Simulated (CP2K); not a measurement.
Na4SrCaSi2 under changes of volume

One of the cells (26.086 Å³/atom); the others are scaled copies at fixed shape and fractional positions:

```
CELL_PARAMETERS angstrom
5.29914 0.00000 0.00000
0.00000 5.29914 0.00000
0.00000 0.00000 7.43171
ATOMIC_POSITIONS crystal
Sr 0.00000 0.00000 0.00000
Ca 0.50000 0.50000 0.50000
Si 0.00000 0.50000 0.25768
Si 0.50000 0.00000 0.74232
Na 0.00000 0.00000 0.50000
Na 0.50000 0.50000 0.00000
Na 0.00000 0.50000 0.74312
Na 0.50000 0.00000 0.25688
```

The cell comes from a database or a generator and needn't be the stable form of this composition.

- Program: CP2K 2026.2
- Functional: PBEsol
- Potentials or basis: POTENTIAL_UZH Sr GTH-PBE-q10, Ca GTH-PBE-q10, Si GTH-PBE-q4, Na GTH-PBE-q9; TZVP-MOLOPT-PBE-GTH basis
- Density cutoff: 18368 eV
- k mesh: 5 × 5 × 4
- Occupations: gaussian, width 0.01 eV
- Spin: no spin polarisation

```tsv
volume (Å³/atom)	energy over the lowest point (meV/atom)	pressure (GPa)	largest force (eV/Å)
24.521	3.75	1.2	0.222
25.043	0.82	0.5	0.053
25.564	0.00	0.0	0.056
26.086	0.96	-0.5	0.060
26.608	?	?	?
27.130	7.55	-1.4	0.067
27.651	12.88	-1.8	0.071
```

**Question.** What does the run at 26.608 Å³/atom give?

**Answer.** Energy over the lowest point 3.53 meV/atom; pressure -1.0 GPa; largest force 0.063 eV/Å.

Worked out: A Birch-Murnaghan fit of order 3 (a polynomial in V^(-2/3)) to the other rows has its minimum at 25.54 Å³/atom with B0 = V·E''(V) = 27 GPa and B' = 4.7 at fixed shape and positions, which overstates the stiffness. It gives 3.54 meV/atom at 26.608 Å³/atom, against the run's 3.53, and -dE/dV = -1.0 GPa, against -1.0.

Energies are extrapolated to zero smearing.

Caveats: the potentials were made for another functional, which shifts forces and pressure; the basis of atomic orbitals isn't converged, which shifts pressures, moduli and gaps.
